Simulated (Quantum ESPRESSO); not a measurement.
# BiTe (R-3m) in Quantum ESPRESSO: notebook

One crystal, BiTe, is run at these levels: PBEsol, LDA; tasks: band structure, single point, equation of state.

Program: Quantum ESPRESSO 7.5. These are calculated values, not measurements. Logs are shortened: lines on timing, memory, paths and dates and some standing lists are left out, and cuts for length are marked.

**1. The crystal as given**

Symmetry: R-3m, No. 166, trigonal system. The conventional cell has a = 4.845 Å, b = 4.845 Å, c = 9.952 Å, α = 90.00°, β = 90.00°, γ = 120.00°. Bi (site symmetry -3m) has 6 Te at 3.25 Å as nearest neighbours. Around Te (site symmetry -3m) lie 6 Bi at 3.25 Å.

The cell comes from a database or a generator and needn't be the stable form of this composition.

**2. Band structure, PBEsol**

Input file pw.in:

```
&CONTROL
  calculation = 'scf'
  prefix = 'pwscf'
  outdir = './tmp'
  pseudo_dir = './pseudo'
  tprnfor = .true.
  tstress = .true.
  disk_io = 'low'
/
&SYSTEM
  ibrav = 0
  celldm(1) = 8
  nat = 2
  ntyp = 2
  ecutwfc = 80
  nbnd = 23
  occupations = 'smearing'
  smearing = 'fd'
  degauss = 0.00367493
/
&ELECTRONS
  conv_thr = 4d-10
  electron_maxstep = 120
  mixing_beta = 0.5
/
ATOMIC_SPECIES
Bi   208.9804 Bi.upf
Te   127.6000 Te.upf
CELL_PARAMETERS alat
  0.5722817713243   0.3304070347278   0.7835966586787
 -0.5722817713243   0.3304070347278   0.7835966586787
  0.0000000000000  -0.6608140694556   0.7835966586787
ATOMIC_POSITIONS crystal
Bi     0.5000000000    0.5000000000    0.5000000000
Te     0.0000000000    0.0000000000    0.0000000000
K_POINTS automatic
7 7 7 0 0 0
```

Input file bands.in:

```
&CONTROL
  calculation = 'bands'
  prefix = 'pwscf'
  outdir = './tmp'
  pseudo_dir = './pseudo'
  disk_io = 'low'
  verbosity = 'high'
/
&SYSTEM
  ibrav = 0
  celldm(1) = 8
  nat = 2
  ntyp = 2
  ecutwfc = 80
  nbnd = 23
  occupations = 'smearing'
  smearing = 'fd'
  degauss = 0.00367493
/
&ELECTRONS
  conv_thr = 1d-08
  electron_maxstep = 120
  mixing_beta = 0.5
  diago_full_acc = .true.
  startingwfc = 'random'
/
ATOMIC_SPECIES
Bi   208.9804 Bi.upf
Te   127.6000 Te.upf
CELL_PARAMETERS alat
  0.5722817713243   0.3304070347278   0.7835966586787
 -0.5722817713243   0.3304070347278   0.7835966586787
  0.0000000000000  -0.6608140694556   0.7835966586787
ATOMIC_POSITIONS crystal
Bi     0.5000000000    0.5000000000    0.5000000000
Te     0.0000000000    0.0000000000    0.0000000000
K_POINTS crystal
60
 0.0000000000  0.0000000000  0.0000000000 1
 0.0714285714  0.0000000000  0.0000000000 1
 0.1428571429  0.0000000000  0.0000000000 1
 0.2142857143  0.0000000000  0.0000000000 1
 0.2857142857  0.0000000000  0.0000000000 1
 0.3571428571  0.0000000000  0.0000000000 1
 0.4285714286  0.0000000000  0.0000000000 1
 0.5000000000  0.0000000000  0.0000000000 1
 0.5000000000  0.0407421422 -0.0407421422 1
 0.5000000000  0.0814842844 -0.0814842844 1
 0.5000000000  0.1222264266 -0.1222264266 1
 0.5000000000  0.1629685688 -0.1629685688 1
 0.5000000000  0.2037107110 -0.2037107110 1
 0.5000000000  0.2444528532 -0.2444528532 1
 0.5000000000  0.2851949954 -0.2851949954 1
 0.7148050046  0.5000000000  0.2851949954 1
 0.6718440037  0.5000000000  0.3281559963 1
 0.6288830028  0.5000000000  0.3711169972 1
 0.5859220019  0.5000000000  0.4140779981 1
 0.5429610009  0.5000000000  0.4570389991 1
 0.5000000000  0.5000000000  0.5000000000 1
 0.4444444444  0.4444444444  0.4444444444 1
 0.3888888889  0.3888888889  0.3888888889 1
 0.3333333333  0.3333333333  0.3333333333 1
 0.2777777778  0.2777777778  0.2777777778 1
 0.2222222222  0.2222222222  0.2222222222 1
 0.1666666667  0.1666666667  0.1666666667 1
 0.1111111111  0.1111111111  0.1111111111 1
 0.0555555556  0.0555555556  0.0555555556 1
 0.0000000000  0.0000000000  0.0000000000 1
 0.0392597498  0.0000000000 -0.0392597498 1
 0.0785194995  0.0000000000 -0.0785194995 1
 0.1177792493  0.0000000000 -0.1177792493 1
 0.1570389991  0.0000000000 -0.1570389991 1
 0.1962987488  0.0000000000 -0.1962987488 1
 0.2355584986  0.0000000000 -0.2355584986 1
 0.2748182484  0.0000000000 -0.2748182484 1
 0.3140779981  0.0000000000 -0.3140779981 1
 0.3533377479  0.0000000000 -0.3533377479 1
 0.3925974977  0.0000000000 -0.3925974977 1
 0.6074025023  0.3925974977  0.0000000000 1
 0.5537012512  0.4462987488  0.0000000000 1
 0.5000000000  0.5000000000  0.0000000000 1
 0.5268506256  0.5268506256  0.0712987488 1
 0.5537012512  0.5537012512  0.1425974977 1
 0.5805518767  0.5805518767  0.2138962465 1
 0.6074025023  0.6074025023  0.2851949954 1
 0.5859220019  0.5859220019  0.3281559963 1
 0.5644415014  0.5644415014  0.3711169972 1
 0.5429610009  0.5429610009  0.4140779981 1
 0.5214805005  0.5214805005  0.4570389991 1
 0.5000000000  0.5000000000  0.5000000000 1
 0.5000000000  0.0000000000  0.0000000000 1
 0.5306864292  0.0560853568  0.0560853568 1
 0.5613728585  0.1121707136  0.1121707136 1
 0.5920592877  0.1682560704  0.1682560704 1
 0.6227457169  0.2243414272  0.2243414272 1
 0.6534321462  0.2804267841  0.2804267841 1
 0.6841185754  0.3365121409  0.3365121409 1
 0.7148050046  0.3925974977  0.3925974977 1
```

Potentials or basis: PseudoDojo 0.4.1 SR PBEsol standard.

On the command line:

```
$ OMP_NUM_THREADS=1 mpirun -n 2 pw.x -nk 2 -in pw.in > pw.out
$ OMP_NUM_THREADS=1 mpirun -n 2 pw.x -nk 2 -in bands.in > bands.out
```

pw.out:

```text
This program is part of the open-source Quantum ESPRESSO suite
     for quantum simulation of materials; please cite
[... 13 lines left out ...]
     --------------------
     sticks:   dense  smooth     PW     G-vecs:    dense   smooth      PW
     Sum        1589    1589    455                43955    43955    6835

     Using Slab Decomposition

     bravais-lattice index     =            0
     lattice parameter (alat)  =       8.0000  a.u.
     unit-cell volume          =     455.1693 (a.u.)^3
     number of atoms/cell      =            2
     number of atomic types    =            2
     number of electrons       =        31.00
     number of Kohn-Sham states=           23
     kinetic-energy cutoff     =      80.0000  Ry
     charge density cutoff     =     320.0000  Ry
     scf convergence threshold =      4.0E-10
     mixing beta               =       0.5000
     number of iterations used =            8  plain     mixing
     Exchange-correlation= PBESOL
                           (   1   4  10   8   0   0   0)

     celldm(1)=   8.000000  celldm(2)=   0.000000  celldm(3)=   0.000000
     celldm(4)=   0.000000  celldm(5)=   0.000000  celldm(6)=   0.000000

     crystal axes: (cart. coord. in units of alat)
               a(1) = (   0.572282   0.330407   0.783597 )
               a(2) = (  -0.572282   0.330407   0.783597 )
               a(3) = (   0.000000  -0.660814   0.783597 )

     reciprocal axes: (cart. coord. in units 2 pi/alat)
               b(1) = (  0.873695  0.504428  0.425389 )
               b(2) = ( -0.873695  0.504428  0.425389 )
               b(3) = (  0.000000 -1.008857  0.425389 )

     PseudoPot. # 1 for Bi read from file:
     Bi.upf
     Pseudo is Norm-conserving + core correction, Zval = 15.0
     Generated using ONCVPSP code by D. R. Hamann
     Using radial grid of 1472 points,  6 beta functions with:
                l(1) =   0
                l(2) =   0
                l(3) =   1
                l(4) =   1
                l(5) =   2
                l(6) =   2

     PseudoPot. # 2 for Te read from file:
     Te.upf
     Pseudo is Norm-conserving + core correction, Zval = 16.0
     Generated using ONCVPSP code by D. R. Hamann
     Using radial grid of 1294 points,  6 beta functions with:
                l(1) =   0
                l(2) =   0
                l(3) =   1
                l(4) =   1
                l(5) =   2
                l(6) =   2

     atomic species   valence    mass     pseudopotential
     Bi               15.00   208.98040     Bi( 1.00)
     Te               16.00   127.60000     Te( 1.00)

     12 Sym. Ops., with inversion, found

   Cartesian axes

     site n.     atom                  positions (alat units)
         1        Bi     tau(   1) = (   0.0000000   0.0000000   1.1753950  )
         2        Te     tau(   2) = (   0.0000000   0.0000000   0.0000000  )

     number of k points=    44  Fermi-Dirac smearing, width (Ry)=  0.0037
                       cart. coord. in units 2pi/alat
        k(    1) = (   0.0000000   0.0000000   0.0000000), wk =   0.0058309
        k(    2) = (   0.0000000  -0.1441224   0.0607698), wk =   0.0349854
        k(    3) = (   0.0000000  -0.2882448   0.1215397), wk =   0.0349854
        k(    4) = (   0.0000000  -0.4323671   0.1823095), wk =   0.0349854
        k(    5) = (  -0.1248136  -0.0720612   0.1215397), wk =   0.0349854
        k(    6) = (  -0.1248136  -0.2161836   0.1823095), wk =   0.0699708
[... 36 lines left out ...]
        k(   43) = (   0.0000000   0.0000000   0.5469286), wk =   0.0116618
        k(   44) = (   0.0000000   0.8647343   0.1823095), wk =   0.0349854

     Dense  grid:    43955 G-vectors     FFT dimensions: (  48,  48,  48)

     Initial potential from superposition of free atoms

     starting charge      30.9990, renormalised to      31.0000
     Starting wfcs are   18 randomized atomic wfcs +    5 random wfcs

     Self-consistent Calculation

     iteration #  1     ecut=    80.00 Ry     beta= 0.50
     Davidson diagonalization with overlap
     ethr =  1.00E-02,  avg # of iterations =  5.2

     Threshold (ethr) on eigenvalues was too large:
     Diagonalizing with lowered threshold

     Davidson diagonalization with overlap
     ethr =  4.65E-05,  avg # of iterations =  5.5

     total energy              =    -373.22251757 Ry
     estimated scf accuracy    <       0.01418547 Ry

     iteration #  2     ecut=    80.00 Ry     beta= 0.50
     Davidson diagonalization with overlap
     ethr =  4.58E-05,  avg # of iterations =  2.0

     total energy              =    -373.22569685 Ry
     estimated scf accuracy    <       0.00247055 Ry

     iteration #  3     ecut=    80.00 Ry     beta= 0.50
     Davidson diagonalization with overlap
     ethr =  7.97E-06,  avg # of iterations =  2.3

     total energy              =    -373.22613097 Ry
     estimated scf accuracy    <       0.00028565 Ry
[... 19 lines left out ...]
     total energy              =    -373.22614624 Ry
     estimated scf accuracy    <       0.00000002 Ry

     iteration #  7     ecut=    80.00 Ry     beta= 0.50
     Davidson diagonalization with overlap
     ethr =  5.10E-11,  avg # of iterations =  2.4

     total energy              =    -373.22614625 Ry
     estimated scf accuracy    <          2.2E-09 Ry

     iteration #  8     ecut=    80.00 Ry     beta= 0.50
     Davidson diagonalization with overlap
     ethr =  6.98E-12,  avg # of iterations =  2.0

     End of self-consistent calculation

          k = 0.0000 0.0000 0.0000 (  5537 PWs)   bands (ev):

   -27.2383 -27.2383 -27.2058 -27.2058 -27.1927 -13.2363 -13.2363 -13.2233
   -13.2233 -13.2078  -3.5855   1.6085   7.0153   7.0153   8.3317  11.8033
    12.4261  12.4261  13.9632  13.9632  16.0242  16.5871  16.8667

          k = 0.0000-0.1441 0.0608 (  5508 PWs)   bands (ev):

   -27.2383 -27.2383 -27.2059 -27.2056 -27.1927 -13.2362 -13.2359 -13.2244
   -13.2220 -13.2074  -3.4119   1.1775   7.1295   7.2728   8.2560  11.1733
    11.7152  11.8309  14.2564  14.4501  16.3476  17.0798  17.6652

          k = 0.0000-0.2882 0.1215 (  5499 PWs)   bands (ev):

   -27.2382 -27.2382 -27.2059 -27.2052 -27.1926 -13.2366 -13.2354 -13.2266
   -13.2193 -13.2059  -2.9003   0.1640   7.4673   7.7325   8.3305  10.0177
    10.4845  10.9751  15.0950  15.1139  17.4723  18.5764  19.5991

          k = 0.0000-0.4324 0.1823 (  5487 PWs)   bands (ev):

   -27.2381 -27.2381 -27.2059 -27.2049 -27.1925 -13.2371 -13.2356 -13.2277
   -13.2177 -13.2038  -2.0853  -1.0003   7.9469   8.0270   8.7463   9.1279
     9.4815  10.3203  16.0356  16.4039  17.4674  18.4214  19.7958

          k =-0.1248-0.0721 0.1215 (  5499 PWs)   bands (ev):

   -27.2383 -27.2383 -27.2058 -27.2056 -27.1927 -13.2373 -13.2353 -13.2243
   -13.2206 -13.2076  -3.3420   1.1488   6.6326   7.4325   8.4663  10.0177
    12.1481  12.5396  13.8190  14.9587  16.0665  16.5986  17.1283

          k =-0.1248-0.2162 0.1823 (  5494 PWs)   bands (ev):

   -27.2383 -27.2382 -27.2058 -27.2052 -27.1926 -13.2383 -13.2348 -13.2257
   -13.2177 -13.2064  -2.9401   0.4646   6.5902   7.4893   7.9795   9.7572
    11.5639  12.3433  13.7070  15.7832  17.3503  17.5871  18.4299

          k =-0.1248-0.3603 0.2431 (  5502 PWs)   bands (ev):
[... 137 lines left out ...]
          k =-0.2496 0.5765 0.1215 (  5499 PWs)   bands (ev):

   -27.2383 -27.2380 -27.2056 -27.2047 -27.1926 -13.2416 -13.2353 -13.2232
   -13.2130 -13.2048  -1.3170  -1.0580   4.8652   5.6469   8.1582   9.9982
    13.0538  13.8417  14.3403  16.2768  19.0233  19.1292  20.6193

          k =-0.2496 0.4324 0.1823 (  5519 PWs)   bands (ev):

   -27.2382 -27.2381 -27.2058 -27.2049 -27.1925 -13.2393 -13.2353 -13.2252
   -13.2160 -13.2041  -1.7899  -0.8967   5.7084   6.1214   8.5042  10.2171
    11.8462  12.6526  14.7691  15.8218  18.8211  19.2751  20.5509

          k = 0.4993 0.2882-0.3038 (  5503 PWs)   bands (ev):

   -27.2384 -27.2380 -27.2055 -27.2046 -27.1926 -13.2456 -13.2337 -13.2234
   -13.2085 -13.2051  -1.6729  -0.2914   4.4436   5.6153   6.5444  12.2042
    12.7498  13.1840  14.2689  18.4747  18.9990  19.6400  19.9388

          k = 0.4993 0.1441-0.2431 (  5511 PWs)   bands (ev):

   -27.2384 -27.2380 -27.2056 -27.2048 -27.1926 -13.2433 -13.2338 -13.2237
   -13.2124 -13.2048  -1.7485  -0.4953   4.9474   5.5288   7.2245  11.3801
    13.0852  13.7748  13.8787  17.0426  18.4346  19.5020  20.5328

          k = 0.3744 0.2162-0.1823 (  5491 PWs)   bands (ev):

   -27.2383 -27.2380 -27.2055 -27.2050 -27.1926 -13.2423 -13.2329 -13.2238
   -13.2147 -13.2058  -2.2130  -0.1346   5.7310   5.9056   6.7368  12.2933
    12.7982  12.8060  13.7352  17.8571  18.3028  18.6834  18.7351

          k =-0.0000 0.0000 0.3646 (  5475 PWs)   bands (ev):

   -27.2383 -27.2383 -27.2050 -27.2050 -27.1927 -13.2394 -13.2394 -13.2153
   -13.2153 -13.2093  -2.7354   0.5076   7.1553   7.1553   8.0040   9.3520
     9.9618   9.9618  15.0070  15.9716  15.9716  20.2673  20.9870

          k =-0.0000-0.1441 0.4254 (  5485 PWs)   bands (ev):

   -27.2383 -27.2383 -27.2051 -27.2047 -27.1927 -13.2404 -13.2399 -13.2161
   -13.2125 -13.2081  -2.3238   0.0137   6.1692   7.8031   7.8083   8.9287
     8.9806  11.5669  15.0100  15.9767  18.5066  19.4153  20.6151

          k =-0.0000 0.7206 0.0608 (  5484 PWs)   bands (ev):
[... 17 lines left out ...]
          k =-0.1248 0.7927 0.1215 (  5493 PWs)   bands (ev):

   -27.2383 -27.2382 -27.2050 -27.2046 -27.1927 -13.2432 -13.2386 -13.2158
   -13.2097 -13.2078  -1.5563  -0.6509   5.5651   5.7011   7.7873   9.0703
    11.3025  12.1486  15.0815  17.6541  18.4813  19.9422  21.1299

          k =-0.1248 0.6486 0.1823 (  5503 PWs)   bands (ev):

   -27.2383 -27.2381 -27.2052 -27.2047 -27.1926 -13.2431 -13.2364 -13.2180
   -13.2125 -13.2062  -1.2609  -0.9284   4.9499   5.3268   7.7499   9.7397
    12.7084  13.7336  15.3294  15.8628  19.0489  19.3226  20.1688

          k = 0.6241 0.3603-0.2431 (  5495 PWs)   bands (ev):

   -27.2384 -27.2381 -27.2050 -27.2046 -27.1926 -13.2442 -13.2375 -13.2164
   -13.2094 -13.2075  -1.3738  -0.7462   4.9556   6.1639   6.6414  10.6491
    11.0344  12.7401  14.9288  17.6623  18.6384  20.2189  21.5471

          k = 0.0000 0.0000 0.5469 (  5499 PWs)   bands (ev):

   -27.2383 -27.2383 -27.2046 -27.2046 -27.1927 -13.2421 -13.2421 -13.2102
   -13.2099 -13.2099  -1.7744  -0.5861   7.4711   7.4711   7.7127   8.4477
     8.8377   8.8377  16.8382  18.1775  18.1775  19.5741  21.1030

          k = 0.0000 0.8647 0.1823 (  5482 PWs)   bands (ev):

   -27.2383 -27.2383 -27.2046 -27.2046 -27.1927 -13.2427 -13.2413 -13.2104
   -13.2099 -13.2096  -1.3612  -0.9393   6.0808   7.0757   7.1799   9.1303
     9.3599  10.6014  16.9840  17.5944  18.2103  20.1825  21.1047

     the Fermi energy is     9.9112 ev

!    total energy              =    -373.22614625 Ry
     estimated scf accuracy    <          1.1E-10 Ry
     smearing contrib. (-TS)   =      -0.00087400 Ry
     internal energy E=F+TS    =    -373.22527225 Ry

     The total energy is F=E-TS. E is the sum of the following terms:
     one-electron contribution =    -143.75267426 Ry
     hartree contribution      =      86.13451070 Ry
     xc contribution           =     -91.64932121 Ry
     ewald contribution        =    -223.95778747 Ry

     convergence has been achieved in   8 iterations

     Forces acting on atoms (cartesian axes, Ry/au):

     atom    1 type  1   force =     0.00000000    0.00000000    0.00000000
     atom    2 type  2   force =     0.00000000    0.00000000    0.00000000

     Total force =     0.000000     Total SCF correction =     0.000000

     Computing stress (Cartesian axis) and pressure

          total   stress  (Ry/bohr**3)                   (kbar)     P=      -22.70
  -0.00015793   0.00000000  -0.00000000          -23.23        0.00       -0.00
   0.00000000  -0.00015793   0.00000000            0.00      -23.23        0.00
   0.00000000   0.00000000  -0.00014701            0.00        0.00      -21.63

=------------------------------------------------------------------------------=
   JOB DONE.
=------------------------------------------------------------------------------=
```

It took 76 s on 2 MPI ranks of Arm Neoverse V2, shared host; peak memory 0.24 GiB.

Results:

```yaml
Free_energy: -5078.0004 eV
Pressure: -2.3 GPa
Band_gap_on_the_k_mesh: none (metal or under the smearing width)
```

Levels at the corners of the path, in eV from the Fermi level:
| point | band 12 | band 13 | band 14 | band 15 | band 16 | band 17 | band 18 | band 19 |
| --- | --- | --- | --- | --- | --- | --- | --- | --- |
| Γ | -8.30 | -2.90 | -2.90 | -1.58 | 1.89 | 2.51 | 2.51 | 4.05 |
| L | -11.37 | -1.84 | -1.82 | -1.02 | -0.99 | -0.62 | 0.30 | 6.75 |
| B1 | -10.86 | -4.88 | -4.87 | -1.75 | -0.62 | 3.20 | 3.58 | 5.51 |
| B | -10.86 | -4.88 | -4.87 | -1.75 | -0.62 | 3.20 | 3.58 | 5.51 |
| Z | -10.96 | -2.34 | -2.34 | -2.23 | -1.59 | -1.28 | -1.28 | 7.94 |
| Γ | -8.30 | -2.90 | -2.90 | -1.58 | 1.89 | 2.51 | 2.51 | 4.05 |
| X | -10.62 | -5.36 | -3.73 | -2.96 | 2.06 | 2.38 | 3.20 | 4.22 |
| Q | -10.62 | -5.36 | -3.73 | -2.96 | 2.06 | 2.38 | 3.20 | 4.22 |
| F | -9.99 | -5.61 | -4.48 | -3.28 | 2.36 | 3.07 | 3.59 | 4.57 |
| P1 | -10.72 | -5.08 | -3.77 | -3.31 | 0.94 | 1.30 | 3.45 | 5.09 |
| Z | -10.96 | -2.34 | -2.34 | -2.23 | -1.59 | -1.28 | -1.28 | 7.94 |
| L | -11.37 | -1.84 | -1.82 | -1.02 | -0.99 | -0.62 | 0.30 | 6.75 |
| P | -10.72 | -5.08 | -3.77 | -3.31 | 0.94 | 1.30 | 3.45 | 5.09 |

Caveat: spin-orbit coupling is left out, which moves the levels of the heavy elements.

**3. Single point, LDA, 31.70 Å³/atom**

Edit pw.in of step 2 so:

```diff
@@ -7,3 +7,3 @@
   tstress = .true.
-  disk_io = 'low'
+  disk_io = 'nowf'
 /
@@ -11,3 +11,2 @@
   ibrav = 0
-  celldm(1) = 8
   nat = 2
@@ -28,6 +27,6 @@
 Te   127.6000 Te.upf
-CELL_PARAMETERS alat
-  0.5722817713243   0.3304070347278   0.7835966586787
- -0.5722817713243   0.3304070347278   0.7835966586787
-  0.0000000000000  -0.6608140694556   0.7835966586787
+CELL_PARAMETERS angstrom
+   2.3732508797    1.3701970343    3.2495731172
+  -2.3732508797    1.3701970343    3.2495731172
+   0.0000000000   -2.7403940685    3.2495731172
 ATOMIC_POSITIONS crystal
```

Potentials or basis: PseudoDojo 0.4.1 SR LDA standard.

On the command line:

```
$ OMP_NUM_THREADS=1 mpirun -n 2 pw.x -nk 2 -in pw.in > pw.out
```

Wall time 30 s (2 MPI ranks of Arm Neoverse V2, shared host); peak memory 0.22 GiB.

Results (log left out):

* Free energy: -5076.5242 eV
* Pressure: -0.3 GPa
* Band gap on the k mesh: none (metal or under the smearing width)

Caveat: spin-orbit coupling is left out, which moves the levels of the heavy elements.

**4. Single point, LDA, 32.38 Å³/atom**

Edit pw.in of step 3 so:

```diff
@@ -28,5 +28,5 @@
 CELL_PARAMETERS angstrom
-   2.3732508797    1.3701970343    3.2495731172
-  -2.3732508797    1.3701970343    3.2495731172
-   0.0000000000   -2.7403940685    3.2495731172
+   2.3899644647    1.3798466271    3.2724581889
+  -2.3899644647    1.3798466271    3.2724581889
+   0.0000000000   -2.7596932542    3.2724581889
 ATOMIC_POSITIONS crystal
```

On the command line:

```
$ OMP_NUM_THREADS=1 mpirun -n 2 pw.x -nk 2 -in pw.in > pw.out
```

It took 31 s on 2 MPI ranks of Arm Neoverse V2, shared host; peak memory 0.24 GiB.

Results (log left out):

```
Free energy            : -5076.5166 eV
Pressure               : -1.5 GPa
Band gap on the k mesh : none (metal or under the smearing width)
```

Caveat: spin-orbit coupling is left out, which moves the levels of the heavy elements.

**5. Single point, LDA, 33.05 Å³/atom**

Edit pw.in of step 4 so:

```diff
@@ -28,5 +28,5 @@
 CELL_PARAMETERS angstrom
-   2.3899644647    1.3798466271    3.2724581889
-  -2.3899644647    1.3798466271    3.2724581889
-   0.0000000000   -2.7596932542    3.2724581889
+   2.4064474992    1.3893631114    3.2950275793
+  -2.4064474992    1.3893631114    3.2950275793
+   0.0000000000   -2.7787262229    3.2950275793
 ATOMIC_POSITIONS crystal
```

On the command line:

```
$ OMP_NUM_THREADS=1 mpirun -n 2 pw.x -nk 2 -in pw.in > pw.out
```

It took 31 s on 2 MPI ranks of Arm Neoverse V2, shared host; peak memory 0.24 GiB.

Results (log left out):

```
Free energy            : -5076.4999 eV
Pressure               : -2.5 GPa
Band gap on the k mesh : none (metal or under the smearing width)
```

Caveat: spin-orbit coupling is left out, which moves the levels of the heavy elements.

(Part 1 of 2 ends here.)
